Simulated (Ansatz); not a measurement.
**H6N3NbO: how energies converge with the basis set**

The task here is to estimate one member of a computed series from the others.

The runs use Ansatz 0.2.0, Gaussian basis; one geometry, several basis sets.

Plan: PBE0-D4/def2-SVP; ωB97M-V/def2-SVP; PBE0-D4/def2-QZVPP; ωB97M-V/def2-QZVPP; the functionals' def2-TZVPP values are taken from earlier runs.

1 further run of the same task is left out (for a known fault of the program).

### Structure used throughout

The geometry comes from an earlier relaxation with PBE0-D4 in a triple-zeta def2 set; it is a stationary point, not always the lowest conformer. Nb takes the def2 core potential; no spin-orbit term is included.

11 atoms, charge 0, spin multiplicity 1.

Atoms are counted from 1 here; the program's logs count them from 0.

Bond lengths: N1–Nb2 1.986 Å, N1–H6 1.009 Å, N1–H7 1.010 Å, Nb2–N3 1.986 Å, Nb2–N4 1.986 Å, Nb2–O5 1.696 Å, N3–H8 1.010 Å, N3–H9 1.009 Å, N4–H10 1.010 Å, N4–H11 1.009 Å. Angles: Nb2–N1–H6 123.7°, Nb2–N1–H7 126.4°, H6–N1–H7 109.6°, N1–Nb2–N3 110.3°, N1–Nb2–N4 110.2°, N1–Nb2–O5 108.7°, N3–Nb2–N4 110.2°, N3–Nb2–O5 108.7°, N4–Nb2–O5 108.7°, Nb2–N3–H8 126.4°, Nb2–N3–H9 123.7°, H8–N3–H9 109.6°, Nb2–N4–H10 126.4°, Nb2–N4–H11 123.7°, H10–N4–H11 109.6°.

As a file:

| atom | x (Å) | y (Å) | z (Å) |
| --- | --- | --- | --- |
| N1 | -1.66153 | 0.87312 | -0.14253 |
| Nb2 | 0.19406 | 0.30425 | 0.27999 |
| N3 | 0.18075 | -1.45507 | 1.20191 |
| N4 | 1.27671 | 0.20111 | -1.38210 |
| O5 | 0.89277 | 1.45391 | 1.31333 |
| H6 | -2.05516 | 1.75742 | 0.14373 |
| H7 | -2.37605 | 0.31000 | -0.58016 |
| H8 | -0.00464 | -2.35249 | 0.77837 |
| H9 | 0.45718 | -1.58511 | 2.16398 |
| H10 | 1.01142 | -0.25472 | -2.24291 |
| H11 | 2.14979 | 0.69048 | -1.51301 |

The first run:

The input, in.yaml:

```yaml
crystal:
  periodic: [false, false, false]
  atoms:
    - {symbol: N, position_ang: [-1.661534, 0.873117, -0.142533]}
    - {symbol: Nb, position_ang: [0.194055, 0.304253, 0.279988]}
    - {symbol: N, position_ang: [0.180749, -1.455066, 1.201912]}
    - {symbol: N, position_ang: [1.276712, 0.201112, -1.382096]}
    - {symbol: O, position_ang: [0.892775, 1.453913, 1.313327]}
    - {symbol: H, position_ang: [-2.055162, 1.757420, 0.143734]}
    - {symbol: H, position_ang: [-2.376049, 0.309996, -0.580160]}
    - {symbol: H, position_ang: [-0.004645, -2.352495, 0.778370]}
    - {symbol: H, position_ang: [0.457183, -1.585110, 2.163975]}
    - {symbol: H, position_ang: [1.011424, -0.254719, -2.242910]}
    - {symbol: H, position_ang: [2.149793, 0.690479, -1.513008]}
basis:
  gaussian: {orbitals: def2-SVP}
hamiltonian: {xc: pbe0, dispersion: d4}
output: {orbitals: {seedname: orbitals}}
```

Command:

```sh
$ ansatz run in.yaml --threads 4 --pin off --events-out ev --progress --plain --max-ram 10444MiB
```

Among the steps run: PBE0-D4 in def2-SVP; ωB97M-V in def2-SVP; PBE0-D4 in def2-QZVPP; ωB97M-V in def2-QZVPP.

One of the session's tables, all rows but one given; the rest of the session is left out.

It belongs to the step «Functionals by basis». 

| functional | basis | HOMO (eV) |
| --- | --- | --- |
| PBE0-D4 | def2-SVP | -6.63 |
| PBE0-D4 | def2-TZVPP | -6.83 |
| PBE0-D4 | def2-QZVPP | -6.88 |
| ωB97M-V | def2-SVP | ? |
| ωB97M-V | def2-TZVPP | -9.09 |
| ωB97M-V | def2-QZVPP | -9.15 |

Q: Estimate the row for ωB97M-V, def2-SVP from the others.

**Answer.** HOMO (eV): -8.88. In the column «HOMO (eV)» it lies between ωB97M-V, def2-TZVPP (-9.09) and PBE0-D4, def2-QZVPP (-6.88).
